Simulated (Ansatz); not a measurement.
**WF+ (singlet): the correlation ladder, def2-SVP**

The task here is to estimate one member of a computed series from the others.

Computed with Ansatz 0.2.0, Gaussian basis. Level: def2-SVP, core rule «outside noble gas», up to 5 orbitals frozen.

To be run: UHF; CCSD(T) on RHF; CCSD(T) on UHF; CISD; CCSDT(Q) on RHF; CCSDT(Q) on UHF.

18 further runs of the same task are left out: 6 for a known fault of the program, 5 that didn't finish, 7 set aside as unsound or not needed.

### The system

The geometry is a PBE0/def2-TZVP stationary point (not a proven minimum) of the parent state, kept for this charge and spin. No spin-orbit coupling is included. Elements past krypton take def2 core potentials.

2 atoms, charge 1, spin multiplicity 1.

Atoms are counted from 1 here; the program's logs count them from 0.

Bond lengths: W1–F2 1.828 Å.

Coordinates:

```
W     0.00000    0.00000    0.00000
F     0.00000    0.00000    1.82792
```

Set-up of the first run:

File in.yaml:

```yaml
crystal:
  periodic: [false, false, false]
  atoms:
    - {symbol: W, position_ang: [0.000000, 0.000000, 0.000000]}
    - {symbol: F, position_ang: [0.000000, 0.000000, 1.827922]}
basis:
  gaussian: {orbitals: def2-SVP}
total_charge: 1
magnetization: {spin_polarized: true, initial_magnetization: 0}
hamiltonian: {xc: hf}
output: {orbitals: {seedname: orbitals}}
```

Launch:

```sh
$ ansatz run in.yaml --threads 1 --pin off --events-out ev --progress --plain --max-ram 2393MiB
```

Among the steps run: UHF; CCSD(T) on RHF; CCSD(T) on UHF; CISD; CCSDT(Q) on RHF; CCSDT(Q) on UHF.

One table of the session follows, with a row left open; its other results are not shown here.

| method | from RCCSDT(Q) (meV) |
| --- | --- |
| RHF | +8872.8 |
| UHF | +7073.2 |
| RMP2 | ? |
| UMP2 | -32.2 |
| RCCSD | +682.7 |
| UCCSD | -1030.1 |
| RCCSD(T) | +268.5 |
| UCCSD(T) | -1881.1 |
| RCCSDT | +55.6 |
| UCCSDT | -2136.1 |
| RCCSDT(Q) | 0 |
| UCCSDT(Q) | -2136.4 |

**Question.** Estimate the row for RMP2.

As computed: from RCCSDT(Q) (meV): +1126.0. In the column «from RCCSDT(Q) (meV)» it lies between RCCSD (+682.7) and UHF (+7073.2).

Not comparable, so not listed: CISD (they don't share determinant, frozen orbitals or solution with the rows shown, or repeat one).

To keep in mind: The determinant is far from a pure spin state, so its energy mixes those of several spin states (harmless only where they are near-degenerate, as at dissociation). The report flags that the cluster equations may have other roots. The program flags UCCSD(T), RCCSDT(Q), UCCSDT(Q) as in doubt, so the zero of the table is itself unsure. Warnings: restricted reference is unstable; spin contamination; coupled cluster took another determinant than the lowest; large T1 diagnostic. Restricted and unrestricted rows rest on different reference determinants; where their highest levels disagree by more than a few hundredths of an eV, they describe different states and don't form one ladder.
